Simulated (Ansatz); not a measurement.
Working through a check of forces and pressure against finite differences of CsRb3 (distorted cell)

With the Ansatz DFT code, driven from Python.

The cells in order, each with its output:

In [1]:
```python
import ansatz as az
import numpy as np
```

In [2]:
```python
XC = "pbesol"
SMEARING = "Fermi-Dirac"
WIDTH_EV = 0.1
CUTOFF = 540
KGRID = (2, 2, 2)
SCF_TOL = 1e-09
```

In [3]:
```python
vectors0 = np.array([
    [7.37925, 0.19294, -0.09362],
    [0.19294, 7.47858, -0.00763],
    [-0.09362, -0.00763, 7.44657],
])
sites = [
    ("Cs", (0.99973, 0.00389, 0.00119)),
    ("Rb", (0.00452, 0.50014, 0.50243)),
    ("Rb", (0.49764, 0.99895, 0.50238)),
    ("Rb", (0.50091, 0.50519, 0.99839)),
]
```

In [4]:
```python
def build(cell):
    crystal = az.Crystal(lattice=az.Lattice.of(cell))
    for symbol, position in sites:
        crystal = crystal.atom(symbol, position)
    return crystal

def solve(crystal):
    return (
        crystal.calculation()
        .functional(XC)
        .occupations(SMEARING, width=WIDTH_EV)
        .basis(CUTOFF, xc_grid=2)
        .kpoints(*KGRID)
        .scf(tolerance=SCF_TOL)
        .forces()
        .stress()
        .run(threads=1)
    ).report


centre = solve(build(vectors0))
start = build(vectors0)
print(f"force on atom 1 along x: analytic {centre['forces_ev_ang'][1][0]:.4f} eV/A")
for h in (0.005, 0.02):
    shift = np.eye(3)[0] * h @ np.linalg.inv(vectors0)
    plus, minus = (solve(start.move(1, to=np.array(sites[1][1]) + sign * shift))["lagrangian_ev"] for sign in (1, -1))
    print(f"  step {h} A: numerical {-(plus - minus) / (2 * h):.4f} eV/A")
volume = abs(np.linalg.det(vectors0))
larger, smaller = (solve(build(vectors0 * (1 + sign * 0.005) ** (1 / 3)))["lagrangian_ev"] for sign in (1, -1))
numerical = -(larger - smaller) / (0.01 * volume) * 160.21766
print(f"pressure: analytic {np.trace(centre['stress_gpa']) / 3:.3f}, numerical {numerical:.3f} GPa")
```
```text
DeckWarning: output.stress: scf.convergence.dr2_threshold = 1e-9 eV is looser than the 4e-10 eV advised for a printed stress (1e-10 eV for each atom of the cell: 4). What an SCF threshold leaves in a stress goes as its square root, and in the free energy as [...]
force on atom 1 along x: analytic -0.0068 eV/A
  step 0.005 A: numerical -0.0068 eV/A
  step 0.02 A: numerical -0.0068 eV/A
pressure: analytic -0.179, numerical -0.179 GPa
```

What to keep in mind:
- For a metal this k-point mesh is coarse: on a finer one energies can move by several to tens of meV an atom and pressures by half a GPa or more, differences at one mesh by less.
- Pressure is positive in compression.
- The cell is a database structure, distorted on purpose.
- Warnings are shown shortened and without file and line.
- The central difference errs as the square of the step, so the shorter step is the fairer test; what remains comes from the finite grid and the SCF threshold.
- It ran for 83 s on 1 thread of Arm Neoverse N1, with other jobs on the host, peak memory 0.68 GiB.
